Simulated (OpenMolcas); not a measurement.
# C7H14 (ethylcyclopentane): MN15/6-31G

Aim: the vertical electron affinity of C7H14 (ethylcyclopentane) at MN15/6-31G, from 2 runs. 

The results are computed with OpenMolcas 26.06.

## (1) The system as given

The species is C7H14 (21 atoms), meant as a singlet with charge 0. As SMILES, `CCC1CCCC1`. The coordinates come from a GFN2-xTB relaxation. This is one conformer, not always the lowest.

Some bond lengths: C1–C2 1.524 Å, C2–C3 1.526 Å, C3–C4 1.531 Å, C4–C5 1.536 Å, C5–C6 1.541 Å, C3–C7 1.530 Å, C6–C7 1.529 Å, C1–H8 1.087 Å, C1–H9 1.088 Å, C1–H10 1.088 Å, C2–H11 1.093 Å, C2–H12 1.093 Å, C3–H13 1.095 Å, C4–H14 1.089 Å, C4–H15 1.092 Å, C5–H16 1.090 Å. Some angles: C1–C2–C3 112.7°, C2–C3–C4 114.3°, C2–C3–C7 113.2°, C4–C3–C7 102.2°, C3–C4–C5 105.2°, C4–C5–C6 106.1°, C5–C6–C7 105.5°, C3–C7–C6 104.0°, C1–C2–H11 109.4°, C1–C2–H12 109.1°.

## (2) The energy at MN15/6-31G

Input file job.input:

```
&GATEWAY
  BasLib=$CurrDir
  Coord
  21
  bohr
  C      3.28685734    -3.57596654    -1.60090038
  C      2.39641839    -0.86866930    -2.02161011
  C      0.79198422     0.12496759     0.15830236
  C     -1.75394930    -1.21430021     0.47120321
  C     -3.39920156     0.62960005     1.99335871
  C     -2.12660329     3.23683629     1.75228634
  C     -0.00659514     2.88302287    -0.17914604
  H      1.68690182    -4.85918507    -1.48468223
  H      4.36101546    -3.71682673     0.14635929
  H      4.49112311    -4.18481740    -3.15145846
  H      1.30245594    -0.77095157    -3.77057054
  H      4.04286117     0.35840546    -2.24652531
  H      1.86795648    -0.04871714     1.91784525
  H     -1.57537018    -3.03484346     1.41300492
  H     -2.57960844    -1.53404187    -1.39195337
  H     -3.49130681     0.05744767     3.96999333
  H     -5.32643875     0.66410645     1.26959360
  H     -1.32949792     3.80677769     3.56536518
  H     -3.45753740     4.69447654     1.16824759
  H      1.54791246     4.20050213     0.11406387
  H     -0.72933980     3.15221435    -2.09281499
  Basis=6-31G
  Group=NoSym

&SEWARD
  GridInput
  Grid=Fine
  End of Grid

&SCF
  KSDFT=2
  1.0 HYB_MGGA_X_MN15
  1.0 MGGA_C_MN15
  PrOrbitals=0
```

The basis set 6-31G is read from a file made from the Basis Set Exchange's data (not shown).

On the command line:

```sh
$ export MOLCAS_MEM=1860
$ pymolcas job.input > job.log
```

The program printed (excerpt; [...] marks lines left out):

```text
--- Start Module: gateway ---
[...]
--- Stop Module: gateway /rc=_RC_ALL_IS_WELL_ ---
--- Start Module: seward ---
[...]
      Basis functions           91
--- Stop Module: seward /rc=_RC_ALL_IS_WELL_ ---
[...]
--- Start Module: scf ---
[...]
       Convergence after  10 Iterations
[...]
::    Total KS-DFT energy                            -274.7362038947
[...]
      Total spin, S                                     0.0000000000
[...]
      Total electronic charge=   56.000000
      Total            charge=   -0.000000
[...]
      Dipole Moment (debye):
      Origin of the operator (angstrom)=   -0.0481    0.0721    0.0340
                   X=  2.1279E-02               Y=  1.0876E-02               Z=  5.1934E-02           Total=  5.7169E-02
      Quadrupole Moment (debye*angstrom):
[...]
--- Stop Module: scf /rc=_RC_ALL_IS_WELL_ ---
[...]
```

Wall time 22 s (1 thread of Arm Neoverse V1, shared host); peak memory 0.5 GiB.

## (3) The doublet anion

Input file job.input:

```
* C7H14 Kohn-Sham DFT
>>> EXPORT MOLCAS_PRINT=2

&gateway
 baslib=$CurrDir
 coord
 21
 bohr
 C      3.28685734    -3.57596654    -1.60090038
 C      2.39641839    -0.86866930    -2.02161011
 C      0.79198422     0.12496759     0.15830236
 C     -1.75394930    -1.21430021     0.47120321
 C     -3.39920156     0.62960005     1.99335871
 C     -2.12660329     3.23683629     1.75228634
 C     -0.00659514     2.88302287    -0.17914604
 H      1.68690182    -4.85918507    -1.48468223
 H      4.36101546    -3.71682673     0.14635929
 H      4.49112311    -4.18481740    -3.15145846
 H      1.30245594    -0.77095157    -3.77057054
 H      4.04286117     0.35840546    -2.24652531
 H      1.86795648    -0.04871714     1.91784525
 H     -1.57537018    -3.03484346     1.41300492
 H     -2.57960844    -1.53404187    -1.39195337
 H     -3.49130681     0.05744767     3.96999333
 H     -5.32643875     0.66410645     1.26959360
 H     -1.32949792     3.80677769     3.56536518
 H     -3.45753740     4.69447654     1.16824759
 H      1.54791246     4.20050213     0.11406387
 H     -0.72933980     3.15221435    -2.09281499
 basis=6-31G
 group=NoSym

&seward
 gridinput
 Grid=Fine
 End of Grid

&scf
 uhf
 charge=-1
 spin=2
 ksdft=2
 1.0 HYB_MGGA_X_MN15
 1.0 MGGA_C_MN15
 prorbitals=0
```

The basis set 6-31G is read from a file made from the Basis Set Exchange's data (not shown).

On the command line:

```sh
$ export MOLCAS_MEM=1860
$ pymolcas job.input > job.log
```

The program printed (excerpt; [...] marks lines left out):

```text
--- Start Module: gateway ---
[...]
--- Stop Module: gateway /rc=_RC_ALL_IS_WELL_ ---
--- Start Module: seward ---
[...]
      Basis functions           91
--- Stop Module: seward /rc=_RC_ALL_IS_WELL_ ---
[...]
--- Start Module: scf ---
[...]
       Convergence after  20 Iterations
[...]
::    Total KS-DFT energy                            -274.5810870270
[...]
      Total spin, S                                     0.5002354671
[...]
      Total electronic charge=   57.000000
      Total            charge=   -1.000000
[...]
      Dipole Moment (debye):
      Origin of the operator (angstrom)=   -0.0481    0.0721    0.0340
                   X= -1.7790E-01               Y= -1.8187E-02               Z= -1.2842E+00           Total=  1.2966E+00
      Center of Charge (angstrom)
[...]
--- Stop Module: scf /rc=_RC_ALL_IS_WELL_ ---
[...]
```

Run time: 58 s. Hardware: 1 thread of Arm Neoverse V1, shared host; peak memory 0.5 GiB.

## (4) What came out

At MN15/6-31G:

| quantity | value |
| --- | --- |
| singlet C7H14: total energy | -274.73620 Eh |
| singlet C7H14: dipole moment | 0.06 D |
| singlet C7H14: HOMO energy | -9.16 eV |
| singlet C7H14: LUMO energy | 3.22 eV |
| singlet C7H14: HOMO–LUMO gap | 12.38 eV |
| doublet anion: total energy | -274.58109 Eh |
| doublet anion: HOMO energy (highest over α and β) | 5.27 eV |
| doublet anion: LUMO energy (lowest over α and β) | 7.41 eV |
| doublet anion: ⟨S²⟩ | 0.750 |
| vertical electron affinity (to the doublet anion) | -4.221 eV |

In words: This program's gradients are faulty for this kind of reference, so any forces in the log (doublet anion) can't be trusted; the energy can. The anion lies 4.22 eV (407 kJ/mol) above the neutral: the electron isn't bound at this level, and such a value depends on the basis. Without diffuse functions anions come out too high. Mulliken charges (singlet C7H14) run from -0.38 on C1 to +0.13 on H8. The HOMO (doublet anion) lies at positive energy, 5.27 eV; only total energies tell whether the electron is bound.
